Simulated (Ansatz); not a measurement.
This session for a relaxation of cell and ions of SnO, space group Cmce with the Ansatz DFT code, driven from Python holds a mistake.

Notebook, run cell by cell (the value of a cell's last expression is shown):

In [1]:
```python
import ansatz as az
from ase import Atoms
from ase.io import write
import matplotlib.pyplot as plt
import numpy as np

KGRID = (6, 6, 2)
SMEARING = "fixed"
FORCE_TOL = 0.03
```

In [2]:
```python
def edges_and_angles(cell):
    cell = np.asarray(cell)
    a, b, c = np.linalg.norm(cell, axis=1)
    cosines = cell[1] @ cell[2] / (b * c), cell[0] @ cell[2] / (a * c), cell[0] @ cell[1] / (a * b)
    return (a, b, c, *np.degrees(np.arccos(cosines)))
```

In [3]:
```python
structure = (
    az.Lattice.from_parameters(5.473824, 5.475592, 10.22196, alpha=90, beta=90, gamma=90)
    .space_group(64, hermann_mauguin="Cmce")
    .atom("Sn", (0.5, 0.763453, 0.863858))
    .atom("O", (0.25, 0.988056, 0.25))
    .primitive()
)
```

In [4]:
```python
model = (
    structure.calculation()
    .functional(az.Functional.PBESOL)
    .pseudopotentials("paw")
    .basis(41 * az.Ry)
    .kpoints(*KGRID)
    .occupations(SMEARING)
    .relax(force_tolerance=FORCE_TOL, max_steps=40, cell=True)
    .band_table()
)
steps = []
```

In [5]:
```python
def follow(event):
    if event["event"] != "relax_step":
        return
    row = event["data"]
    steps.append(row)
    print(f"step {row['step']:3d}  E = {row['lagrangian_ev']:.5f} eV  largest force component = {row['allowed_force_max_ev_ang']:.4f} eV/A  P = {row['pressure_gpa']:.3f} GPa")
```

In [6]:
```python
done = model.session().plan(threads=1).execute(on_event=follow)
summary = done.report
```
```text
step   1  E = -26042.71800 eV  largest force component = 0.3897 eV/A  P = -4.096 GPa
RunWarning: iter 1: σ=0 fill of 40 bands saw a band overlap (occupied 10.0411 eV > unoccupied 9.8143 eV) — on an unconverged iterate often a transient of an unconverged empty band; one that stands at [...]
step   2  E = -26042.86422 eV  largest force component = 0.1214 eV/A  P = 0.028 GPa
step   3  E = -26042.87218 eV  largest force component = 0.0956 eV/A  P = 0.590 GPa
step   4  E = -26042.87537 eV  largest force component = 0.0825 eV/A  P = 0.125 GPa
step   5  E = -26042.87703 eV  largest force component = 0.0604 eV/A  P = -0.105 GPa
step   6  E = -26042.87759 eV  largest force component = 0.0015 eV/A  P = -0.002 GPa
RunWarning: the bands overlap at the fill by count (40 filled at each k-point of a channel): the highest filled level, 10.042311 eV at k-index 0, stands 0.0741 eV over the lowest empty one, 9.968228 [...]
step   7  E = -26042.87648 eV  largest force component = 0.0015 eV/A  P = -0.001 GPa
```

In [7]:
```python
summary["mixing_algorithm"], summary["preconditioner"], summary["eigensolver"]
```
Out [7]:
```text
('MSR1', 'Resta', 'band_cg')
```

In [8]:
```python
first, last = steps[0], steps[-1]
symbols = [site.symbol for site in done.lattice.sites]
print(f"energy gained {first['lagrangian_ev'] - last['lagrangian_ev']:.4f} eV in {len(steps) - 1} steps")
for label, vectors in (("before", first["cell_ang"]), ("after", done.lattice.cell_ang)):
    print(label, "a b c (A) {:.4f} {:.4f} {:.4f}  angles {:.2f} {:.2f} {:.2f}".format(*edges_and_angles(vectors)), f" V = {abs(np.linalg.det(vectors)):.3f} A^3")
print("final stress xx yy zz (GPa, compression positive):", np.round(np.diag(summary["stress_gpa"]), 3) + 0.0)
```
```text
energy gained 0.1585 eV in 6 steps
before a b c (A) 3.8712 3.8712 10.2220  angles 90.00 90.00 90.02  V = 153.188 A^3
after a b c (A) 3.8069 3.8069 9.5175  angles 90.00 90.00 90.00  V = 137.935 A^3
final stress xx yy zz (GPa, compression positive): [-0.002 -0.003  0.001]
```

In [9]:
```python
print("relaxed fractional positions")
for site in done.lattice.sites:
    print(f"  {site.symbol:2s}", " ".join(f"{v % 1:8.5f}" for v in np.round(site.position_frac, 5)))
```
```text
relaxed fractional positions
  Sn  0.74998  0.25002  0.87091
  Sn  0.75002  0.24998  0.37091
  Sn  0.25002  0.74998  0.12909
  Sn  0.24998  0.75002  0.62909
  O   0.25000  0.25000  0.25000
  O   0.25000  0.25000  0.75000
  O   0.75000  0.75000  0.25000
  O   0.75000  0.75000  0.75000
```

In [10]:
```python
fig, (top, bottom) = plt.subplots(2, 1, sharex=True, figsize=(4.5, 4))
top.plot([s["lagrangian_ev"] - last["lagrangian_ev"] for s in steps], "o-")
top.set_ylabel("E - E(final) (eV)")
bottom.semilogy([max(s["allowed_force_max_ev_ang"], 1e-6) for s in steps], "s-")
bottom.set(xlabel="step", ylabel="largest force (eV/A)")
fig.tight_layout()
fig.savefig("relax.png", dpi=100)
```

In [11]:
```python
relaxed = Atoms(symbols, positions=[site.position_ang for site in done.lattice.sites], cell=done.lattice.cell_ang, pbc=True)
write("relaxed.cif", relaxed, format="cif")
```

In [12]:
```python
change = np.array(last["positions_ang"]) @ np.linalg.inv(last["cell_ang"]) - np.array(first["positions_ang"]) @ np.linalg.inv(first["cell_ang"])
moved = np.linalg.norm(change @ np.array(last["cell_ang"]), axis=1)
print("displacement within the cell, strain taken out (A):", " ".join(f"{s}:{d:.3f}" for s, d in zip(symbols, moved)))
```
```text
displacement within the cell, strain taken out (A): Sn:0.099 Sn:0.099 Sn:0.099 Sn:0.099 O:0.064 O:0.064 O:0.064 O:0.064
```

In [13]:
```python
for key in ("converged", "n_iterations", "n_electrons", "n_kpoints", "n_pw", "n_symmetry_ops", "free_energy_ev", "fermi_energy_ev"):
    print(f"{key:18s} {summary[key]}")
```
```text
converged          True
n_iterations       6
n_electrons        80.0
n_kpoints          26
n_pw               4165
n_symmetry_ops     8
free_energy_ev     -26042.876477895334
fermi_energy_ev    10.042311452977042
```

In [14]:
```python
levels = np.array(summary["eigenvalues_ev"])
filled = round(summary["n_electrons"] / 2)
top, bottom = levels[:, filled - 1], levels[:, filled]
print("top of band", filled, "at k =", summary["kpoints_frac"][top.argmax()], f"{top.max():.4f} eV")
print("bottom of band", filled + 1, "at k =", summary["kpoints_frac"][bottom.argmin()], f"{bottom.min():.4f} eV")
print(f"gap by band count {bottom.min() - top.max():.3f} eV, least direct gap {(bottom - top).min():.3f} eV")
```
```text
top of band 40 at k = [0.0, 0.0, 0.0] 10.0423 eV
bottom of band 41 at k = [-0.5, -0.5, 0.0] 9.9682 eV
gap by band count -0.074 eV, least direct gap 1.520 eV
```

No error stopped it. What is wrong with the input all the same?

The fault: fixed occupations, though the bands overlap at this level of theory. The change:

```diff
--- before
+++ after
@@
 KGRID = (6, 6, 2)
-SMEARING = "fixed"
+SMEARING = "fermi_dirac"
+SMEARING_WIDTH = 0.05
 FORCE_TOL = 0.03
@@
     .kpoints(*KGRID)
-    .occupations(SMEARING)
+    .occupations(SMEARING, width=SMEARING_WIDTH)
     .relax(force_tolerance=FORCE_TOL, max_steps=40, cell=True)
```

Run as a notebook:

```python
import ansatz as az
from ase import Atoms
from ase.io import write
import matplotlib.pyplot as plt
import numpy as np

KGRID = (6, 6, 2)
SMEARING = "fermi_dirac"
SMEARING_WIDTH = 0.05
FORCE_TOL = 0.03
```

```python
def edges_and_angles(cell):
    cell = np.asarray(cell)
    a, b, c = np.linalg.norm(cell, axis=1)
    cosines = cell[1] @ cell[2] / (b * c), cell[0] @ cell[2] / (a * c), cell[0] @ cell[1] / (a * b)
    return (a, b, c, *np.degrees(np.arccos(cosines)))
```

```python
structure = (
    az.Lattice.from_parameters(5.473824, 5.475592, 10.22196, alpha=90, beta=90, gamma=90)
    .space_group(64, hermann_mauguin="Cmce")
    .atom("Sn", (0.5, 0.763453, 0.863858))
    .atom("O", (0.25, 0.988056, 0.25))
    .primitive()
)
```

```python
model = (
    structure.calculation()
    .functional(az.Functional.PBESOL)
    .pseudopotentials("paw")
    .basis(41 * az.Ry)
    .kpoints(*KGRID)
    .occupations(SMEARING, width=SMEARING_WIDTH)
    .relax(force_tolerance=FORCE_TOL, max_steps=40, cell=True)
    .band_table()
)
steps = []
```

```python
def follow(event):
    if event["event"] != "relax_step":
        return
    row = event["data"]
    steps.append(row)
    print(f"step {row['step']:3d}  E = {row['lagrangian_ev']:.5f} eV  largest force component = {row['allowed_force_max_ev_ang']:.4f} eV/A  P = {row['pressure_gpa']:.3f} GPa")
```

```python
done = model.session().plan(threads=1).execute(on_event=follow)
summary = done.report
```

    step   1  E = -26042.71804 eV  largest force component = 0.3892 eV/A  P = -4.097 GPa
    step   2  E = -26042.87217 eV  largest force component = 0.0567 eV/A  P = -0.166 GPa
    step   3  E = -26042.87364 eV  largest force component = 0.0655 eV/A  P = 0.969 GPa
    step   4  E = -26042.87535 eV  largest force component = 0.0926 eV/A  P = 0.415 GPa
    step   5  E = -26042.88451 eV  largest force component = 0.1203 eV/A  P = -0.306 GPa
    step   6  E = -26042.88623 eV  largest force component = 0.0026 eV/A  P = -0.000 GPa
    step   7  E = -26042.88502 eV  largest force component = 0.0025 eV/A  P = 0.000 GPa

```python
summary["mixing_algorithm"], summary["preconditioner"], summary["eigensolver"]
```

    ('MSR1', 'Kerker', 'band_cg')

```python
first, last = steps[0], steps[-1]
symbols = [site.symbol for site in done.lattice.sites]
print(f"energy gained {first['lagrangian_ev'] - last['lagrangian_ev']:.4f} eV in {len(steps) - 1} steps")
for label, vectors in (("before", first["cell_ang"]), ("after", done.lattice.cell_ang)):
    print(label, "a b c (A) {:.4f} {:.4f} {:.4f}  angles {:.2f} {:.2f} {:.2f}".format(*edges_and_angles(vectors)), f" V = {abs(np.linalg.det(vectors)):.3f} A^3")
print("final stress xx yy zz (GPa, compression positive):", np.round(np.diag(summary["stress_gpa"]), 3) + 0.0)
```

    energy gained 0.1670 eV in 6 steps
    before a b c (A) 3.8712 3.8712 10.2220  angles 90.00 90.00 90.02  V = 153.188 A^3
    after a b c (A) 3.7982 3.7982 9.4692  angles 90.00 90.00 90.00  V = 136.608 A^3
    final stress xx yy zz (GPa, compression positive): [-0.003  0.     0.004]

```python
print("relaxed fractional positions")
for site in done.lattice.sites:
    print(f"  {site.symbol:2s}", " ".join(f"{v % 1:8.5f}" for v in np.round(site.position_frac, 5)))
```

    relaxed fractional positions
      Sn  0.75006  0.24994  0.87208
      Sn  0.74994  0.25006  0.37208
      Sn  0.24994  0.75006  0.12792
      Sn  0.25006  0.74994  0.62792
      O   0.24983  0.25017  0.25000
      O   0.25017  0.24983  0.75000
      O   0.74983  0.75017  0.25000
      O   0.75017  0.74983  0.75000

```python
fig, (top, bottom) = plt.subplots(2, 1, sharex=True, figsize=(4.5, 4))
top.plot([s["lagrangian_ev"] - last["lagrangian_ev"] for s in steps], "o-")
top.set_ylabel("E - E(final) (eV)")
bottom.semilogy([max(s["allowed_force_max_ev_ang"], 1e-6) for s in steps], "s-")
bottom.set(xlabel="step", ylabel="largest force (eV/A)")
fig.tight_layout()
fig.savefig("relax.png", dpi=100)
```

```python
relaxed = Atoms(symbols, positions=[site.position_ang for site in done.lattice.sites], cell=done.lattice.cell_ang, pbc=True)
write("relaxed.cif", relaxed, format="cif")
```

```python
change = np.array(last["positions_ang"]) @ np.linalg.inv(last["cell_ang"]) - np.array(first["positions_ang"]) @ np.linalg.inv(first["cell_ang"])
moved = np.linalg.norm(change @ np.array(last["cell_ang"]), axis=1)
print("displacement within the cell, strain taken out (A):", " ".join(f"{s}:{d:.3f}" for s, d in zip(symbols, moved)))
```

    displacement within the cell, strain taken out (A): Sn:0.106 Sn:0.106 Sn:0.106 Sn:0.106 O:0.065 O:0.065 O:0.065 O:0.065

```python
for key in ("converged", "n_iterations", "n_electrons", "n_kpoints", "n_pw", "n_symmetry_ops", "free_energy_ev", "fermi_energy_ev"):
    print(f"{key:18s} {summary[key]}")
```

    converged          True
    n_iterations       6
    n_electrons        80.0
    n_kpoints          26
    n_pw               4149
    n_symmetry_ops     8
    free_energy_ev     -26042.885019061563
    fermi_energy_ev    10.166301727721148

```python
levels = np.array(summary["eigenvalues_ev"])
filled = round(summary["n_electrons"] / 2)
top, bottom = levels[:, filled - 1], levels[:, filled]
print("top of band", filled, "at k =", summary["kpoints_frac"][top.argmax()], f"{top.max():.4f} eV")
print("bottom of band", filled + 1, "at k =", summary["kpoints_frac"][bottom.argmin()], f"{bottom.min():.4f} eV")
print(f"gap by band count {bottom.min() - top.max():.3f} eV, least direct gap {(bottom - top).min():.3f} eV")
```

    top of band 40 at k = [0.0, 0.0, 0.0] 10.2033 eV
    bottom of band 41 at k = [-0.5, -0.5, 0.0] 10.0417 eV
    gap by band count -0.162 eV, least direct gap 1.490 eV

`relaxed.cif`, as written:
```cif
data_image0
_chemical_formula_structural       Sn4O4
_chemical_formula_sum              "Sn4 O4"
_cell_length_a       3.7982330521576446
_cell_length_b       3.7982330521576446
_cell_length_c       9.469220396244076
_cell_angle_alpha    90.0
_cell_angle_beta     90.0
_cell_angle_gamma    89.99908282608185

_space_group_name_H-M_alt    "P 1"
_space_group_IT_number       1

loop_
  _space_group_symop_operation_xyz
  'x, y, z'

loop_
  _atom_site_type_symbol
  _atom_site_label
  _atom_site_symmetry_multiplicity
  _atom_site_fract_x
  _atom_site_fract_y
  _atom_site_fract_z
  _atom_site_occupancy
  Sn  Sn1       1.0  0.7500569400806988  0.2499430599193014  0.8720757730416748  1.0000
  Sn  Sn2       1.0  0.7499430599193013  0.25005694008069873  0.3720757730416748  1.0000
  Sn  Sn3       1.0  0.2499430599193013  0.7500569400806987  0.12792422695832534  1.0000
  Sn  Sn4       1.0  0.2500569400806987  0.7499430599193013  0.6279242269583254  1.0000
  O   O1        1.0  0.24983249558910958  0.2501675044108904  0.25  1.0000
  O   O2        1.0  0.25016750441089036  0.24983249558910964  0.7500000000000001  1.0000
  O   O3        1.0  0.7498324955891096  0.7501675044108905  0.25  1.0000
  O   O4        1.0  0.7501675044108909  0.7498324955891097  0.7500000000000001  1.0000
```

Caveats:
- Total energies depend on the potentials; only differences at equal settings carry meaning. A total without «per atom» is that of the cell as typed.
- The computed bands are complete only to about 4.3 eV above the Fermi level.
- The mesh is modest for a metal, so energies can be off by several to tens of meV an atom and pressures by half a GPa or more; differences at equal mesh fare better.
- An absolute Fermi energy rests on an arbitrary zero of the periodic potential and has no direct meaning.
- Energies along a relaxation are free energies. Rows at an unchanged volume are solved on a plane-wave basis chosen afresh for that cell, so the energy jumps there and such rows are no steps of the walk.
- A gap by band count of zero or less means overlapping bands, a metal.
- Edges and angles are those of the cell as typed, here a primitive one, not of the conventional cell.
- The cell relaxed to the group P4/nmm; tensors and edges are in the axes of the typed cell.
- The structure comes from a database of computed cells and needn't be a stable or known phase.
- Levels are Kohn-Sham eigenvalues on this mesh, without spin-orbit coupling.
- Timing: 100 s on 1 thread of Intel(R) Xeon(R) Processor @ 2.30GHz (shared host), peak memory 0.83 GiB.
